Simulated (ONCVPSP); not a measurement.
# Pseudopotential generation for Lu: ONCV, PBE

Task: generate the file, and judge it by its errors in other configurations, its logarithmic derivatives, its ghosts and its cutoff.

The numbers are computed with ONCVPSP 4.0.1.1 (patched build) (PBE, scalar-relativistic, spin-unpolarised reference atom).

**1. Starting point**

The settings as typed:

```json
{
  "element": "lutetium (Lu, Z = 71)",
  "type": "optimised norm-conserving Vanderbilt (ONCV)",
  "frozen core": "[Kr] 4d10",
  "valence charge": "25",
  "reference configuration": "4f14 5s2 5p6 5d1 6s2",
  "partial waves": "5s+6s: rc 1.80 bohr, ncon 5, nbas 9, qcut 5.8 1/bohr, 2 projectors; 5p: rc 1.85 bohr, ncon 4, nbas 8, qcut 9.2 1/bohr, 1 projector; 5d: rc 2.30 bohr, ncon 4, nbas 7, qcut 4 1/bohr, 1 projector; 4f: rc 0.95 bohr, ncon 4, nbas 9, qcut 18.5 1/bohr, local",
  "local potential": "the f channel",
  "core correction": "not asked for"
}
```

An earlier all-electron run gives the scale for the radii.

All-electron outer shells of the reference configuration (PBE, scalar-relativistic, ld1.x):

```
shell  level (eV)  outermost node (bohr)  outermost maximum (bohr)
   4d     -191.92                   0.23                      0.48
   5s      -61.06                   0.57                      1.04
   5p      -31.66                   0.61                      1.19
   4f       -9.62                      –                      0.47
   6s       -4.66                   1.41                      3.08
   5d       -1.75                   0.68                      1.84
   6p       -1.34                   1.73                      4.26
```

**2. Generation**

Input file Lu.dat:

```
# ATOM AND REFERENCE CONFIGURATION
# atsym  z   nc   nv     iexc    psfile
  Lu 71.00    9    5        4      upf
#
#   n    l    f
    1    0    2.00
    2    0    2.00
    2    1    6.00
    3    0    2.00
    3    1    6.00
    3    2   10.00
    4    0    2.00
    4    1    6.00
    4    2   10.00
    4    3   14.00
    5    0    2.00
    5    1    6.00
    5    2    1.00
    6    0    2.00
#
# PSEUDOPOTENTIAL AND OPTIMIZATION
# lmax
    3
#
#   l,   rc,      ep,       ncon, nbas, qcut
    0    1.80    0.00    5    9    5.80
    1    1.85    0.00    4    8    9.20
    2    2.30    0.00    4    7    4.00
    3    0.95    0.00    4    9   18.50
#
# LOCAL POTENTIAL
# lloc, lpopt,  rc(5),   dvloc0
    3    5    0.95    0.00
#
# VANDERBILT-KLEINMAN-BYLANDER PROJECTORs
# l, nproj, debl
    0    2    1.80
    1    1    1.10
    2    1    2.00
    3    0    1.50
#
# MODEL CORE CHARGE
# icmod, fcfact, rcfact
    0    0.00    0.00
#
# LOG DERIVATIVE ANALYSIS
# epsh1, epsh2, depsh
   -4.00    5.00    0.02
#
# OUTPUT GRID
# rlmax, drl
    6.00    0.01
#
# TEST CONFIGURATIONS
# ncnf
    4
# nvcnf
#   n    l    f
    5
    4    3   14.00
    5    0    2.00
    5    1    6.00
    5    2    1.00
    6    0    1.00
#
    5
    4    3   14.00
    5    0    2.00
    5    1    6.00
    5    2    1.00
    6    0    0.00
#
    5
    4    3   14.00
    5    0    2.00
    5    1    6.00
    5    2    0.00
    6    0    0.00
#
    5
    4    3   13.00
    5    0    2.00
    5    1    6.00
    5    2    0.00
    6    0    0.00
#
```

Started as:

```sh
$ oncvpsp.x < Lu.dat > Lu.out
```

**Question.** What will these runs give? Wanted: cutoffs for 1 and 0.1 mHa per electron, occupied waves; bound ghosts; GHOST(+) flags; largest test error; largest phase difference near zero energy, channels read.

**Answer**, as computed:

```
                                                quantity                                                  value
  cutoffs for 1 and 0.1 mHa per electron, occupied waves                                      146 Ha and 158 Ha
                                            bound ghosts      s at -748.25 eV, p at -431.89 eV, d at -156.18 eV
                                          GHOST(+) flags                                     none at low energy
                            largest test error (AE − PS)  -6.9 meV, for 4f14 5s2 5p6 5d1 6s0 (2 tests unsolved)
largest phase difference near zero energy, channels read                                              0.010 rad
```

In words: A bound ghost (s, p, d) makes it unfit for use: electrons can fall into a state that the atom doesn't have. By total energies transferability is good where solved: the largest error is 6.9 meV on 20.6 eV, for 4f14 5s2 5p6 5d1 6s0. Atomic tests can pass in spite of a ghost, since they solve only for the levels asked. Of the tests 2 gave no usable energy difference, which is a warning in itself. The potential is very hard: the looser tolerance needs 146 Ha. At the looser tolerance the 4f wave is the slowest; 5p needs 22 Ha. Near zero energy the phases of the channels with partial waves agree within 0.010 rad. All of this concerns the isolated atom, not yet a solid.
